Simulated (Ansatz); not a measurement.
**La27Pd81, 108 atoms: a scaling test**

Aim: measure how long a single point at PBEsol takes on La27Pd81, and how the time changes with the share of the machine.

Program: Ansatz 0.2.0 (single point, PBEsol, plane waves PAW). Host: AMD EPYC 7R13 (Zen 3), 96 cores, 96 hardware threads, 1656 GiB, 8 × H100 80GB HBM3, 81559 MiB; it was booked for these runs alone, one at a time. Each run is timed once from launch to exit, start-up included.

**1. The system**

The cell holds 108 atoms in 2004 Å³, 3×3×3 copies of a database cell, with the atoms displaced at random so that no symmetry is left.

**2. First run**

File input.yaml:

```yaml
crystal:
  lattice:
    - [12.607986, 0.000000, 0.000000]
    - [0.000000, 12.607986, 0.000000]
    - [0.000000, 0.000000, 12.607986]
  atoms:
    - { symbol: La, position: [-0.000175, -0.004473, -0.005247] }
    - { symbol: Pd, position: [0.164648, -0.002903, 0.165630] }
    - { symbol: Pd, position: [-0.003423, 0.162898, 0.167783] }
    - { symbol: Pd, position: [0.169300, 0.169044, 0.000677] }
    - { symbol: La, position: [0.001925, 0.001247, 0.329508] }
    - { symbol: Pd, position: [0.160731, -0.002744, 0.502956] }
    - { symbol: Pd, position: [0.001035, 0.166226, 0.504823] }
    - { symbol: Pd, position: [0.169372, 0.172250, 0.326109] }
    - { symbol: La, position: [-0.005148, -0.005023, 0.668276] }
    - { symbol: Pd, position: [0.171072, 0.004877, 0.830274] }
    - { symbol: Pd, position: [0.003575, 0.166855, 0.832528] }
    - { symbol: Pd, position: [0.164970, 0.160325, 0.658216] }
    - { symbol: La, position: [-0.005730, 0.325883, 0.001621] }
    - { symbol: Pd, position: [0.169815, 0.334193, 0.170983] }
    - { symbol: Pd, position: [0.000347, 0.498593, 0.172272] }
    - { symbol: Pd, position: [0.173951, 0.499915, 0.003446] }
    - { symbol: La, position: [-0.000536, 0.334558, 0.333075] }
    - { symbol: Pd, position: [0.165496, 0.332047, 0.503101] }
    - { symbol: Pd, position: [0.004374, 0.498293, 0.505719] }
    - { symbol: Pd, position: [0.171425, 0.499230, 0.335217] }
    - { symbol: La, position: [-0.001818, 0.332639, 0.666759] }
    - { symbol: Pd, position: [0.167423, 0.329309, 0.835118] }
    - { symbol: Pd, position: [0.002351, 0.500375, 0.832701] }
    - { symbol: Pd, position: [0.168467, 0.500256, 0.670594] }
    - { symbol: La, position: [-0.000997, 0.667415, 0.004427] }
    - { symbol: Pd, position: [0.168034, 0.673514, 0.160616] }
    - { symbol: Pd, position: [0.003448, 0.833352, 0.166900] }
    - { symbol: Pd, position: [0.164639, 0.831390, 0.001022] }
    - { symbol: La, position: [0.000211, 0.667049, 0.333172] }
    - { symbol: Pd, position: [0.168453, 0.666106, 0.500427] }
    - { symbol: Pd, position: [-0.002447, 0.831669, 0.497579] }
    - { symbol: Pd, position: [0.166101, 0.829015, 0.335020] }
    - { symbol: La, position: [0.002510, 0.662938, 0.657900] }
    - { symbol: Pd, position: [0.169207, 0.667010, 0.836792] }
    - { symbol: Pd, position: [0.000503, 0.836042, 0.830080] }
    - { symbol: Pd, position: [0.163527, 0.834084, 0.666349] }
    - { symbol: La, position: [0.334696, 0.003945, -0.002349] }
    - { symbol: Pd, position: [0.496328, 0.000097, 0.173769] }
    - { symbol: Pd, position: [0.334548, 0.170386, 0.161928] }
    - { symbol: Pd, position: [0.503657, 0.164400, -0.001046] }
    - { symbol: La, position: [0.331860, -0.001230, 0.331542] }
    - { symbol: Pd, position: [0.497367, -0.001604, 0.498163] }
    - { symbol: Pd, position: [0.333993, 0.165610, 0.499453] }
    - { symbol: Pd, position: [0.501464, 0.167508, 0.333141] }
    - { symbol: La, position: [0.340259, 0.003565, 0.669825] }
    - { symbol: Pd, position: [0.499630, 0.002104, 0.832430] }
    - { symbol: Pd, position: [0.332324, 0.171707, 0.827566] }
    - { symbol: Pd, position: [0.494949, 0.167864, 0.668923] }
    - { symbol: La, position: [0.328919, 0.335419, 0.004769] }
    - { symbol: Pd, position: [0.499063, 0.334710, 0.167745] }
    - { symbol: Pd, position: [0.329952, 0.503480, 0.172499] }
    - { symbol: Pd, position: [0.498516, 0.497968, 0.001637] }
    - { symbol: La, position: [0.335816, 0.332276, 0.331262] }
    - { symbol: Pd, position: [0.499893, 0.337138, 0.494999] }
    - { symbol: Pd, position: [0.337964, 0.503378, 0.496074] }
    - { symbol: Pd, position: [0.495209, 0.502114, 0.334497] }
    - { symbol: La, position: [0.328599, 0.331285, 0.668667] }
    - { symbol: Pd, position: [0.501886, 0.331473, 0.840488] }
    - { symbol: Pd, position: [0.330558, 0.497450, 0.834743] }
    - { symbol: Pd, position: [0.502468, 0.500744, 0.659771] }
    - { symbol: La, position: [0.335414, 0.668954, -0.002901] }
    - { symbol: Pd, position: [0.498333, 0.670828, 0.165067] }
    - { symbol: Pd, position: [0.334331, 0.833390, 0.170178] }
    - { symbol: Pd, position: [0.507980, 0.831496, -0.003600] }
    - { symbol: La, position: [0.333522, 0.668322, 0.336316] }
    - { symbol: Pd, position: [0.499447, 0.670004, 0.499373] }
    - { symbol: Pd, position: [0.330719, 0.830958, 0.492765] }
    - { symbol: Pd, position: [0.502590, 0.833073, 0.331203] }
    - { symbol: La, position: [0.333125, 0.672755, 0.668240] }
    - { symbol: Pd, position: [0.496709, 0.664747, 0.830412] }
    - { symbol: Pd, position: [0.339138, 0.830993, 0.834783] }
    - { symbol: Pd, position: [0.502678, 0.831742, 0.667314] }
    - { symbol: La, position: [0.670167, -0.003674, -0.005228] }
    - { symbol: Pd, position: [0.836212, 0.000038, 0.166922] }
    - { symbol: Pd, position: [0.662204, 0.171559, 0.163183] }
    - { symbol: Pd, position: [0.828092, 0.163906, 0.000946] }
    - { symbol: La, position: [0.674924, -0.006278, 0.337993] }
    - { symbol: Pd, position: [0.831480, 0.000455, 0.500199] }
    - { symbol: Pd, position: [0.668909, 0.170116, 0.501925] }
    - { symbol: Pd, position: [0.833630, 0.168911, 0.331098] }
    - { symbol: La, position: [0.667272, -0.003924, 0.667164] }
    - { symbol: Pd, position: [0.837247, 0.002084, 0.829109] }
    - { symbol: Pd, position: [0.665096, 0.170221, 0.833748] }
    - { symbol: Pd, position: [0.832001, 0.167844, 0.668684] }
    - { symbol: La, position: [0.669724, 0.333855, -0.002705] }
    - { symbol: Pd, position: [0.836917, 0.331607, 0.173001] }
    - { symbol: Pd, position: [0.661785, 0.499656, 0.166405] }
    - { symbol: Pd, position: [0.831355, 0.503035, -0.000337] }
    - { symbol: La, position: [0.661367, 0.333065, 0.333431] }
    - { symbol: Pd, position: [0.834907, 0.330563, 0.499938] }
    - { symbol: Pd, position: [0.665107, 0.500628, 0.497026] }
    - { symbol: Pd, position: [0.832619, 0.501301, 0.333651] }
    - { symbol: La, position: [0.663673, 0.327652, 0.664629] }
    - { symbol: Pd, position: [0.831626, 0.335007, 0.835260] }
    - { symbol: Pd, position: [0.666624, 0.495059, 0.827709] }
    - { symbol: Pd, position: [0.828519, 0.495873, 0.661054] }
    - { symbol: La, position: [0.670363, 0.666748, 0.000938] }
    - { symbol: Pd, position: [0.831516, 0.667022, 0.171391] }
    - { symbol: Pd, position: [0.666016, 0.833113, 0.167362] }
    - { symbol: Pd, position: [0.836763, 0.833462, -0.000306] }
    - { symbol: La, position: [0.663948, 0.663307, 0.331266] }
    - { symbol: Pd, position: [0.830117, 0.667609, 0.497979] }
    - { symbol: Pd, position: [0.670709, 0.836425, 0.498367] }
    - { symbol: Pd, position: [0.834406, 0.833649, 0.331768] }
    - { symbol: La, position: [0.666627, 0.667081, 0.665807] }
    - { symbol: Pd, position: [0.828285, 0.661057, 0.832301] }
    - { symbol: Pd, position: [0.669016, 0.828726, 0.831137] }
    - { symbol: Pd, position: [0.832971, 0.833809, 0.664199] }
kpoints:
  mp_grid: { grid: [4, 4, 4] }
basis: { ecutwfc: 450 }
hamiltonian:
  xc: pbesol
scf:
  occupations: { method: gaussian, width: 0.1 }
```

The run is started by

```bash
ansatz run input.yaml --backend cuda --devices 8 --events-out ev --progress --plain --runs-dir out
```

**3. On 4 GPUs, 48 threads**

input.yaml is that of step 2.

**4. On 2 GPUs, 48 threads**

input.yaml is that of step 3.

**5. On 1 GPU, 48 threads**

input.yaml is that of step 4.

(Steps that only read results are left out.)

Q: Predict the timings and the best choice. Wanted: reference; fastest over GPUs; speed-up from 1 to 8 GPUs.

The runs gave:

| quantity | value |
| --- | --- |
| reference | 18 s on 8 GPUs, 48 threads |
| fastest over GPUs | 18 s on 8 |
| speed-up from 1 to 8 GPUs | 1.9 (24 % efficient) |

In words: Going from 1 to 8 GPUs cuts the time by a factor of 1.9, 24 % of the ideal. Efficiency stays over one half up to 2 GPUs among the points run; beyond that, several jobs side by side use the machine better. The figures hold for this build, input and host.
